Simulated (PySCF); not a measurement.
# C3H4F4O: geometry, NMR shifts, spin-spin couplings and electronic excitations

Wanted: the NMR shifts, spin-spin couplings and electronic excitations of C3H4F4O (`CO[C@@H](F)C(F)(F)F`), by calculation.

The runs use PySCF 2.14.0, with density-fitted response routines of our own; the level of theory stands in each step. All values are computed, except where a source is named. Atoms are numbered from 0 throughout.

**1. Starting geometry**

12 atoms, charge 0, multiplicity 1; geometry from: MMFF94s.

Bonds of the start (Å): C0–O1 1.42, O1–C2 1.43, C2–F3 1.36, C2–C4 1.53, C4–F5 1.36, C4–F6 1.36, C4–F7 1.35, C0–H8 1.09, C0–H9 1.09, C0–H10 1.09, C2–H11 1.10.

**2. Geometry optimisation at PBE0-D3(BJ)/def2-SVP**

What the job is given:

```
{"job": {"xc": "PBE0", "basis": "def2-SVP", "d3": "d3bj", "grid": 1, "kind": "geom"}, "charge": 0, "multiplicity": 1}
C     -1.916567    -0.294541    -0.046601
O     -0.597791    -0.473846    -0.541875
C      0.359998     0.264980     0.226748
F      0.242830    -0.144471     1.522049
C      1.797872     0.060529    -0.267894
F      1.943743     0.484282    -1.548173
F      2.673868     0.778293     0.479655
F      2.188733    -1.233073    -0.219322
H     -2.604640    -0.839653    -0.698505
H     -2.192646     0.764297    -0.057809
H     -2.008437    -0.698398     0.966009
H      0.113037     1.331600     0.185718
```

**Question.** This job is followed by: GIAO PBE0/pcSseg-1 NMR shielding, non-relativistic, gas phase; B3LYP/pcJ-1 indirect spin-spin coupling, non-relativistic, gas phase; TDDFT CAM-B3LYP/def2-SVPD, vertical, gas phase, core orbitals frozen in the response; GIAO KT3/pcSseg-2 NMR shielding, non-relativistic, gas phase. What will the session give for the following? point group; rotational constants (main isotopes); 13C shifts against TMS (PBE0/pcSseg-1); 1H shifts against TMS (PBE0/pcSseg-1, means over atoms taken as alike); 17O shifts against H2O (PBE0/pcSseg-1); 19F shifts against CFCl3 (PBE0/pcSseg-1, means over atoms taken as alike); largest coupling of the table (B3LYP/pcJ-1); lowest singlet (CAM-B3LYP/def2-SVPD); brightest single state of those computed; lowest triplet; vertical ionisation energy (ΔSCF); range of the shift of F5.

**Answer**, as computed:

| quantity | value |
| --- | --- |
| point group | C1 |
| rotational constants (main isotopes) | 3.32, 1.54, 1.33 GHz |
| 13C shifts against TMS (PBE0/pcSseg-1) | 124.4, 107.4, 56.9 ppm |
| 1H shifts against TMS (PBE0/pcSseg-1, means over atoms taken as alike) | 4.81, 3.60 ppm |
| 17O shifts against H2O (PBE0/pcSseg-1) | 65.9 ppm |
| 19F shifts against CFCl3 (PBE0/pcSseg-1, means over atoms taken as alike) | -96.8, -172.2 ppm |
| largest coupling of the table (B3LYP/pcJ-1) | 1J(C,F) C4–F5, -347.7 Hz |
| lowest singlet (CAM-B3LYP/def2-SVPD) | 8.53 eV (145 nm), f = 0.024 |
| brightest single state of those computed | state 4, 9.59 eV, f = 0.063 |
| lowest triplet | 8.27 eV |
| vertical ionisation energy (ΔSCF) | 11.73 eV |
| range of the shift of F5 | -114.6 to -96.8 ppm |

**Reading.** The optimisation took 10 steps and gained 0.279 eV; among the close pairs (by a distance rule), O1–C2 changed most, from 1.433 to 1.352 Å. H11 (hydrogen on an sp3 CH bonded to F and O) lies farthest downfield among hydrogen, at 4.81 ppm; its carbon carries F and O, which withdraws density. At PBE0/pcSseg-1: Shielding is most anisotropic at F5, F6, F7 (span 151 ppm, paramagnetic term -198 ppm). In the run at B3LYP/pcJ-1, the largest coupling of the table is C4–F5 (mean over like pairs), -347.7 Hz, of which the Fermi-contact term gives -320.9 Hz. Couplings across rotatable bonds belong to this one conformer; where others are populated, the observed values are averages. Density functionals describe couplings to fluorine poorly, F–F couplings above all, so those rows are rough. The first singlet state (HOMO→LUMO 0.89) lies at 8.53 eV and is weak; of the 10 states computed, the strongest absorption comes from state 4 at 9.59 eV. The lowest triplet lies 0.26 eV below the lowest singlet (triplets in Tamm-Dancoff, singlets in full TDDFT). The orbital energy would give 10.66 eV for ionisation, ΔSCF gives 11.73 eV. Across the 2 runs the shift of F5 (with its like atoms) moves most, between -114.6 (KT3/pcSseg-2) and -96.8 ppm (PBE0/pcSseg-1).
